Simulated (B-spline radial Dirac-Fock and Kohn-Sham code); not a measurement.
# An X-ray data sheet for Eu³⁺, step by step

Wanted for the Eu³⁺ ion: its photoionisation cross sections and the widths and yields of its core holes.

The numbers are computed with B-spline radial Dirac-Fock and Kohn-Sham code (version 2): a free atom or ion on a radial basis; each step names its model.

### Step 1. The atom as given

The Eu³⁺ ion, configuration [Xe] 4f6.

```yaml
nuclear_charge: 63
electrons: 60
mass_number: 153
nuclear_rms_radius: 5.1115 fm
```

### Step 2. Subshell cross sections

Model: independent-particle photoionisation: Dirac-Hartree-Slater potential of the initial state with a Latter tail for bound and continuum orbitals, all multipoles in the length form, thresholds from Dirac-Fock Delta-SCF.

Settings, as recorded:

```ini
task = photo
Z = 63
charge = 3
configuration = 1s2 2s2 2p6 3s2 3p6 3d10 4s2 4p6 4d10 4f6 5s2 5p6
mass_number = 153
rms_radius = 5.1115  # fm
photon_energy = [35.8, 42.4, 60, 80, 95.3, 300, 400, 590.0, 722.0, 1000, 2984.4, 6000, 7850.0, 15000, 30800.0, 133000.0]  # eV
```

The program writes no log. Results of the run, from its result record (rounded, main fields):

```text
{
  "status": "converged",
  "shells": ["K", "L1", "L2", "L3", "M1", "M2", "M3", "M4", "M5", "N1", "N2", "N3", "N4", "N5", "N6", "N7", "O1", "O2", "O3"],
  "occupation": [2.0, 2.0, 2.0, 4.0, 2.0, 2.0, 4.0, 4.0, 6.0, 2.0, 2.0, 4.0, 4.0, 6.0, 2.57, 3.43, 2.0, 2.0, 4.0],
  "threshold [eV]": [48555.4, 8096.67, 7656.44, 7016.07, 1845.98, 1656.8, 1524.04, 1200.58, 1172.49, 411.334, 336.763, 307.502, 183.328, 178.123, 39.4957, 38.8354, 82.5516, 59.2545, 54.9797],
  "sigma [Mb]": [
    ["K", "-", "-", "-", "-", "-", "-", "-", "-", "-", "-", "-", "-", "-", "-", "-", 0.000269],
    ["L1", "-", "-", "-", "-", "-", "-", "-", "-", "-", "-", "-", "-", "-", 0.00493, 0.00106, 2.73e-05],
    ["L2", "-", "-", "-", "-", "-", "-", "-", "-", "-", "-", "-", "-", 0.0285, 0.00493, 0.000584, 5.72e-06],
    ["L3", "-", "-", "-", "-", "-", "-", "-", "-", "-", "-", "-", "-", 0.0493, 0.00768, 0.000822, 6.31e-06],
    ["M1", "-", "-", "-", "-", "-", "-", "-", "-", "-", "-", 0.0227, 0.00675, 0.00406, 0.00109, 0.000222, 5.67e-06],
    ["M2", "-", "-", "-", "-", "-", "-", "-", "-", "-", "-", 0.0317, 0.00795, 0.00432, 0.000848, 0.000113, 1.26e-06],
    ["M3", "-", "-", "-", "-", "-", "-", "-", "-", "-", "-", 0.0639, 0.0143, 0.00748, 0.00135, 0.000163, 1.42e-06],
    ["M4", "-", "-", "-", "-", "-", "-", "-", "-", "-", "-", 0.061, 0.00672, 0.0027, 0.000262, 1.64e-05, 4.65e-08],
    ["M5", "-", "-", "-", "-", "-", "-", "-", "-", "-", "-", 0.086, 0.0092, 0.00365, 0.000343, 2.05e-05, 5.13e-08],
    ["N1", "-", "-", "-", "-", "-", "-", "-", 0.076, 0.0596, 0.038, 0.00626, 0.00169, 0.001, 0.000261, 5.26e-05, 1.34e-06],
    ["N2", "-", "-", "-", "-", "-", "-", 0.0856, 0.0718, 0.0607, 0.0424, 0.00736, 0.00173, 0.000939, 0.000185, 2.51e-05, 2.87e-07],
    ["N3", "-", "-", "-", "-", "-", "-", 0.271, 0.193, 0.153, 0.098, 0.0142, 0.00306, 0.00161, 0.000293, 3.6e-05, 3.23e-07],
    ["N4", "-", "-", "-", "-", "-", 0.26, 0.322, 0.262, 0.206, 0.123, 0.00975, 0.00123, 0.000516, 5.4e-05, 3.55e-06, 1.06e-08],
    ["N5", "-", "-", "-", "-", "-", 0.431, 0.506, 0.395, 0.307, 0.179, 0.0137, 0.00168, 0.000695, 7.03e-05, 4.41e-06, 1.16e-08],
    ["N6", "-", 0.82, 1.58, 2.08, 2.14, 0.621, 0.332, 0.121, 0.0673, 0.0244, 0.000483, 2.76e-05, 8.56e-06, 4.52e-07, 1.49e-08, 1.26e-11],
    ["N7", "-", 1.19, 2.22, 2.85, 2.9, 0.812, 0.433, 0.156, 0.087, 0.0314, 0.000612, 3.46e-05, 1.07e-05, 5.53e-07, 1.78e-08, 1.39e-11],
    ["O1", "-", "-", "-", "-", 0.124, 0.0439, 0.0297, 0.0173, 0.0126, 0.00756, 0.00115, 0.000305, 0.000181, 4.71e-05, 9.46e-06, 2.42e-07],
    ["O2", "-", "-", "-", 0.276, 0.159, 0.0277, 0.0215, 0.0143, 0.011, 0.00711, 0.00114, 0.000263, 0.000143, 2.84e-05, 3.86e-06, 4.44e-08],
    ["O3", "-", "-", 1.05, 0.449, 0.31, 0.075, 0.0551, 0.034, 0.0251, 0.0155, 0.00214, 0.000457, 0.00024, 4.41e-05, 5.44e-06, 4.9e-08]
  ],
  "beta_dipole": [
    ["K", "-", "-", "-", "-", "-", "-", "-", "-", "-", "-", "-", "-", "-", "-", "-", 1.93],
    ["L1", "-", "-", "-", "-", "-", "-", "-", "-", "-", "-", "-", "-", "-", 1.98, 1.98, 1.9],
    ["L2", "-", "-", "-", "-", "-", "-", "-", "-", "-", "-", "-", "-", 1.04, 1.4, 1.17, 0.53],
    ["L3", "-", "-", "-", "-", "-", "-", "-", "-", "-", "-", "-", "-", 1.34, 1.5, 1.22, 0.266],
    ["M1", "-", "-", "-", "-", "-", "-", "-", "-", "-", "-", 1.97, 1.98, 1.98, 1.98, 1.97, 1.9],
    ["M2", "-", "-", "-", "-", "-", "-", "-", "-", "-", "-", 1.56, 1.57, 1.53, 1.35, 1.1, 0.506],
    ["M3", "-", "-", "-", "-", "-", "-", "-", "-", "-", "-", 1.61, 1.65, 1.61, 1.44, 1.14, 0.23],
    ["M4", "-", "-", "-", "-", "-", "-", "-", "-", "-", "-", 1.25, 1.17, 1.08, 0.825, 0.513, -0.22],
    ["M5", "-", "-", "-", "-", "-", "-", "-", "-", "-", "-", 1.22, 1.1, 1.0, 0.747, 0.461, -0.257],
    ["N1", "-", "-", "-", "-", "-", "-", "-", 1.93, 1.94, 1.96, 1.97, 1.98, 1.98, 1.98, 1.97, 1.9],
    ["N2", "-", "-", "-", "-", "-", "-", 0.0307, 1.07, 1.32, 1.54, 1.68, 1.58, 1.52, 1.34, 1.08, 0.5],
    ["N3", "-", "-", "-", "-", "-", "-", 0.346, 1.11, 1.31, 1.52, 1.73, 1.66, 1.61, 1.42, 1.12, 0.223],
    ["N4", "-", "-", "-", "-", "-", -0.584, 0.226, 0.835, 1.02, 1.22, 1.33, 1.15, 1.06, 0.795, 0.496, -0.223],
    ["N5", "-", "-", "-", "-", "-", -0.363, 0.403, 0.944, 1.1, 1.26, 1.28, 1.07, 0.969, 0.717, 0.443, -0.259],
    ["N6", "-", 1.48, 0.666, 0.44, 0.391, 0.7, 0.833, 0.979, 1.03, 1.08, 0.899, 0.688, 0.607, 0.438, 0.304, -0.405],
    ["N7", "-", 1.4, 0.631, 0.428, 0.387, 0.712, 0.844, 0.985, 1.04, 1.07, 0.882, 0.673, 0.594, 0.435, 0.321, -0.353],
    ["O1", "-", "-", "-", "-", 1.7, 1.92, 1.94, 1.95, 1.96, 1.96, 1.97, 1.98, 1.98, 1.98, 1.97, 1.9],
    ["O2", "-", "-", "-", 1.05, 0.48, 0.881, 1.2, 1.47, 1.56, 1.66, 1.7, 1.58, 1.52, 1.33, 1.08, 0.499],
    ["O3", "-", "-", 1.4, 0.285, -0.147, 0.927, 1.19, 1.43, 1.53, 1.63, 1.74, 1.67, 1.61, 1.42, 1.11, 0.221]
  ]
}
```

Rows start with the subshell; columns follow the photon energies; blanks lie below or just at threshold.

Totals and shares by shell:

```csv
hν (eV),total (kb),K (%),L (%),M (%),N (%),O (%)
42.400,2010,-,-,-,100.0,-
60.000,4850,-,-,-,78.4,21.6
80.000,5660,-,-,-,87.2,12.8
95.300,5630,-,-,-,89.5,10.5
300.00,2270,-,-,-,93.5,6.5
400.00,2060,-,-,-,94.8,5.2
590.00,1340,-,-,-,95.1,4.9
722.00,989,-,-,-,95.1,4.9
1000.0,566,-,-,-,94.7,5.3
2984.4,322,-,-,82.4,16.3,1.4
6000.0,55.4,-,-,81.1,17.1,1.9
7850.0,105,-,73.8,21.1,4.5,0.5
15000,22.4,-,78.3,17.4,3.9,0.5
30800,3.14,-,78.5,17.0,3.9,0.6
133000,0.319,84.3,12.3,2.6,0.6,0.1
```

### Step 3. Filling the vacancies

Model: independent-particle rates: relativistic LDA orbitals of the hole state, multipoles to L = 3 (length form), Coulomb Auger matrix elements with a Latter-tail continuum; energies from Dirac-Fock.

Settings, as recorded:

```ini
task = decay
holes = ["K", "L1", "L2", "L3", "M1", "M2", "M3", "M4", "M5", "N1", "N2", "N3", "N4", "N5"]
```

The program writes no log. Results of the run, from its result record (rounded, main fields):

```text
{
  "status": "converged",
  "K": {
    "width_radiative": 19.095,
    "width_radiative_velocity": 19.527,
    "width_nonradiative": 1.3785,
    "coster_kronig": {},
    "radiative": [["L3", 41539.0, 9.9108], ["L2", 40899.0, 5.4911], ["M3", 47031.0, 1.9181], ["M2", 46899.0, 0.98746], ["N3", 48248.0, 0.42449], ["N2", 48219.0, 0.2178]],
    "auger": [["L2L3", 33686.0, 0.34682], ["L3L3", 34332.0, 0.157], ["L1L3", 33283.0, 0.14501], ["L1L2", 32635.0, 0.12676], ["L1L1", 32186.0, 0.095204], ["L2M3", 39301.0, 0.060824]]
  },
  "L1": {
    "width_radiative": 0.37147,
    "width_radiative_velocity": 0.37211,
    "width_nonradiative": 3.993,
    "coster_kronig": {"L2": 0.73862, "L3": 1.5349},
    "radiative": [["M3", 6572.6, 0.16611], ["M2", 6439.9, 0.11478], ["N3", 7789.2, 0.040991], ["N2", 7759.9, 0.027233], ["O3", 8041.7, 0.0065478], ["L3", 1080.6, 0.0044489]],
    "auger": [["L3N5", 873.96, 0.36697], ["M4M5", 5662.8, 0.30527], ["L3N4", 867.89, 0.28953], ["L3N1", 637.69, 0.2596], ["M1M5", 5024.7, 0.20847], ["L2N3", 101.95, 0.1952]]
  },
  "L2": {
    "width_radiative": 0.62094,
    "width_radiative_velocity": 0.63322,
    "width_nonradiative": 3.2125,
    "coster_kronig": {"L3": 0.62871},
    "radiative": [["M4", 6455.9, 0.51379], ["N4", 7473.1, 0.089551], ["M1", 5810.5, 0.013321], ["N1", 7245.1, 0.0032267], ["O1", 7573.9, 0.00059553], ["M3", 6132.4, 0.00030456]],
    "auger": [["M4M5", 5222.5, 0.65012], ["M2M3", 4424.0, 0.2573], ["L3N4", 427.66, 0.24628], ["M2M5", 4770.3, 0.2314], ["M3M4", 4877.0, 0.18032], ["L3N2", 271.7, 0.17118]]
  },
  "L3": {
    "width_radiative": 0.57448,
    "width_radiative_velocity": 0.58234,
    "width_nonradiative": 3.0672,
    "coster_kronig": {},
    "radiative": [["M5", 5843.6, 0.42321], ["N5", 6837.9, 0.071391], ["M4", 5815.5, 0.047847], ["M1", 5170.1, 0.018456], ["N4", 6832.7, 0.0079746], ["N1", 6604.7, 0.0043763]],
    "auger": [["M4M5", 4582.2, 0.64404], ["M5M5", 4611.8, 0.42585], ["M3M5", 4268.5, 0.32503], ["M3M4", 4236.7, 0.22097], ["M3M3", 3916.5, 0.20429], ["M2M3", 3783.7, 0.15422]]
  },
  "M1": {
    "width_radiative": 0.012114,
    "width_radiative_velocity": 0.011724,
    "width_nonradiative": 9.8632,
    "coster_kronig": {"M2": 1.3784, "M3": 4.9697, "M4": 1.1701, "M5": 1.6541},
    "radiative": [["N3", 1538.5, 0.0050711], ["N2", 1509.2, 0.0042495], ["M3", 321.94, 0.00096019], ["O3", 1791.0, 0.00092833], ["O2", 1786.7, 0.00075257], ["M2", 189.18, 9.1702e-05]],
    "auger": [["M3N7", 259.38, 1.354], ["M3N5", 117.18, 1.129], ["M3N6", 258.53, 1.0673], ["M3N4", 111.56, 0.78357], ["M5N1", 232.79, 0.65787], ["M2N7", 126.52, 0.48498]]
  },
  "M2": {
    "width_radiative": 0.012112,
    "width_radiative_velocity": 0.011772,
    "width_nonradiative": 7.8056,
    "coster_kronig": {"M3": 0.50292, "M4": 5.2759, "M5": 1.2542},
    "radiative": [["N4", 1473.5, 0.0080884], ["M4", 456.22, 0.0021209], ["N1", 1245.5, 0.0015745], ["O1", 1574.2, 0.00029986], ["N6", 1617.3, 2.0973e-05], ["N3", 1349.3, 5.9383e-06]],
    "auger": [["M4N7", 393.66, 1.1044], ["M4N3", 120.53, 0.97814], ["M5N2", 118.33, 0.83533], ["M4N1", 15.469, 0.72935], ["M4N2", 90.667, 0.72763], ["M4N6", 393.29, 0.7206]]
  },
  "M3": {
    "width_radiative": 0.012369,
    "width_radiative_velocity": 0.012051,
    "width_nonradiative": 6.3365,
    "coster_kronig": {"M4": 0.52282, "M5": 4.9617},
    "radiative": [["N5", 1345.9, 0.0079804], ["N1", 1112.7, 0.0020125], ["N4", 1340.7, 0.00098178], ["M5", 351.55, 0.00091419], ["O1", 1441.5, 0.00037813], ["M4", 323.46, 7.7023e-05]],
    "auger": [["M5N3", 16.122, 1.5854], ["M5N7", 289.24, 0.96014], ["M5N6", 288.25, 0.80022], ["M5N5", 146.82, 0.68832], ["M5N4", 140.72, 0.45306], ["M5O3", 280.99, 0.2022]]
  },
  "M4": {
    "width_radiative": 0.0057951,
    "width_radiative_velocity": 0.0059087,
    "width_nonradiative": 0.95322,
    "coster_kronig": {},
    "radiative": [["N6", 1161.1, 0.0049706], ["N2", 863.82, 0.00062321], ["O2", 1141.3, 9.8265e-05], ["N3", 893.08, 8.7637e-05], ["O3", 1145.6, 1.3729e-05], ["N4", 1017.3, 9.7609e-07]],
    "auger": [["N4N5", 815.54, 0.2416], ["N3N4", 686.14, 0.13935], ["N4N4", 810.68, 0.11836], ["N1N4", 582.37, 0.076143], ["N2N4", 659.49, 0.064458], ["N4N7", 956.55, 0.051309]]
  },
  "M5": {
    "width_radiative": 0.0054872,
    "width_radiative_velocity": 0.005576,
    "width_nonradiative": 0.9751,
    "coster_kronig": {},
    "radiative": [["N7", 1133.7, 0.0045988], ["N3", 864.99, 0.00056398], ["N6", 1133.0, 0.00023456], ["O3", 1117.5, 8.8312e-05], ["N5", 994.37, 1.0473e-06], ["N4", 989.17, 2.7223e-07]],
    "auger": [["N5N5", 793.02, 0.1953], ["N4N5", 787.45, 0.17045], ["N3N5", 664.94, 0.12971], ["N1N5", 559.61, 0.081525], ["N2N5", 633.48, 0.080369], ["N5N7", 934.41, 0.066288]]
  },
  "N1": {
    "width_radiative": 0.00037199,
    "width_radiative_velocity": 0.00032755,
    "width_nonradiative": 8.783,
    "coster_kronig": {"N2": 1.4627, "N3": 4.9764, "N4": 0.85861, "N5": 0.9784, "N6": 0.20668, "N7": 0.21473},
    "radiative": [["N3", 103.83, 0.00017456], ["O2", 352.08, 9.2274e-05], ["O3", 356.35, 7.3688e-05], ["N2", 74.571, 3.1204e-05], ["N5", 233.21, 1.6423e-07], ["N4", 228.01, 9.6201e-08]],
    "auger": [["N3O3", 33.52, 1.2086], ["N3N7", 42.926, 1.126], ["N2O3", 4.091, 1.0653], ["N3N6", 41.991, 0.91533], ["N3O2", 28.575, 0.88573], ["N3O1", 4.2338, 0.84081]]
  },
  "N2": {
    "width_radiative": 0.00069713,
    "width_radiative_velocity": 0.00060159,
    "width_nonradiative": 6.5788,
    "coster_kronig": {"N4": 5.1733, "N5": 0.9047, "N6": 0.22666, "N7": 0.18676},
    "radiative": [["N4", 153.43, 0.00059205], ["O1", 254.21, 0.00010476], ["N6", 297.27, 2.6673e-07], ["O3", 281.78, 5.1724e-08], ["N3", 29.261, 1.5691e-10], ["N5", 158.64, 5.587e-12]],
    "auger": [["N4N7", 92.728, 2.3325], ["N4N6", 92.987, 1.1065], ["N4O3", 82.968, 0.75894], ["N4O1", 53.81, 0.57349], ["N4O2", 78.343, 0.4019], ["N5O2", 83.396, 0.36812]]
  },
  "N3": {
    "width_radiative": 0.00050509,
    "width_radiative_velocity": 0.00042564,
    "width_nonradiative": 6.5044,
    "coster_kronig": {"N4": 0.99205, "N5": 4.9532, "N6": 0.20916, "N7": 0.25725},
    "radiative": [["N5", 129.38, 0.00034548], ["O1", 224.95, 0.00012581], ["N4", 124.17, 3.355e-05], ["N7", 268.67, 1.6462e-07], ["O2", 248.25, 3.1266e-08], ["N6", 268.01, 2.6999e-08]],
    "auger": [["N5N7", 69.416, 1.3913], ["N5N6", 68.097, 1.3465], ["N5O3", 58.981, 0.9529], ["N5O1", 29.762, 0.64503], ["N5O2", 54.135, 0.61747], ["N4O3", 53.707, 0.36127]]
  },
  "N4": {
    "width_radiative": 0.00026621,
    "width_radiative_velocity": 0.00024534,
    "width_nonradiative": 1.739,
    "coster_kronig": {"N6": 1.5626, "N7": 0.10277},
    "radiative": [["N6", 143.83, 0.00022369], ["O2", 124.07, 3.6651e-05], ["O3", 128.35, 5.8686e-06], ["O1", 100.78, 1.0079e-09], ["N7", 144.49, 1.4499e-12], ["N5", 5.2056, 7.8663e-13]],
    "auger": [["N6N7", 84.041, 0.69945], ["N6O3", 73.56, 0.27519], ["N6N6", 83.361, 0.22597], ["N6O1", 44.491, 0.20079], ["N6O2", 68.913, 0.16116], ["N7O2", 69.484, 0.053492]]
  },
  "N5": {
    "width_radiative": 0.00024459,
    "width_radiative_velocity": 0.00022433,
    "width_nonradiative": 1.7119,
    "coster_kronig": {"N6": 0.62274, "N7": 1.0258},
    "radiative": [["N7", 139.29, 0.0001991], ["O3", 123.14, 3.5698e-05], ["N6", 138.63, 9.7898e-06], ["O1", 95.571, 8.5926e-10], ["O2", 118.87, 1.819e-13]],
    "auger": [["N6N7", 78.835, 0.51935], ["N7N7", 79.515, 0.37443], ["N7O3", 69.059, 0.26096], ["N7O1", 39.952, 0.19895], ["N7O2", 64.278, 0.19145], ["N6O3", 68.354, 0.050431]]
  }
}
```

All in eV. For each hole the six strongest lines (shell, energy, width) and Auger groups (final holes, energy, width) are shown.

Widths (eV), yields and lifetimes:

```csv
hole,radiative,Auger,Coster-Kronig,total,yield,lifetime (fs)
K (1s),19.1,1.38,0,20.5,0.933,0.0321
L1 (2s),0.371,1.72,2.27,4.36,0.0851,0.151
L2 (2p1/2),0.621,2.58,0.629,3.83,0.162,0.172
L3 (2p3/2),0.574,3.07,0,3.64,0.158,0.181
M1 (3s),0.0121,0.691,9.17,9.88,0.00123,0.0667
M2 (3p1/2),0.0121,0.773,7.03,7.82,0.00155,0.0842
M3 (3p3/2),0.0124,0.852,5.48,6.35,0.00195,0.104
M4 (3d3/2),0.00580,0.953,0,0.959,0.00604,0.686
M5 (3d5/2),0.00549,0.975,0,0.981,0.00560,0.671
N1 (4s),3.72e-04,0.0855,8.70,8.78,4.24e-05,0.0749
N2 (4p1/2),6.97e-04,0.0873,6.49,6.58,1.06e-04,0.100
N3 (4p3/2),5.05e-04,0.0927,6.41,6.50,7.76e-05,0.101
N4 (4d3/2),2.66e-04,0.0737,1.67,1.74,1.53e-04,0.378
N5 (4d5/2),2.45e-04,0.0633,1.65,1.71,1.43e-04,0.384
```

Emission lines that fill the K hole:

```
  Kα2 40899.0      55.4 #############################
  Kα1 41539.4       100 ################################
  Kβ3 46898.6      9.96 ####################
  Kβ1 47031.4      19.4 ########################
Kβ2'' 48218.7      2.20 #############
 Kβ2' 48247.9      4.28 ################
 K-O2 48496.2     0.347 ###
 K-O3 48500.4     0.669 #######
```
(bars on a logarithmic scale, % of the strongest)

### Step 4. Results

```
                       quantity                         value
             total at 1000.0 eV                        566 kb
strongest subshell at 1000.0 eV  N5 (4d5/2), 179 kb, β = 1.26
           K hole: width, yield                20.5 eV, 0.933
                   its lifetime                     0.0321 fs
             its strongest line        Kα1 (K-L3), 41539.4 eV
```

What this shows: At 1000.0 eV, N5 (4d5/2) gives 32 % of the photoabsorption; at 133000 eV the K shell gives 84 %. Under 200 eV, coupling between channels can change such values by tens of per cent. With a yield of 0.93, X-ray emission is the main way out for the K hole, in 0.032 fs. Coster-Kronig decay rules L1, M1, M2, M3, N1, N2, N3, N4 and N5, where this model's widths can be far from the measured ones. The Hartree-Fock and Dirac-Fock values hold no electron correlation.
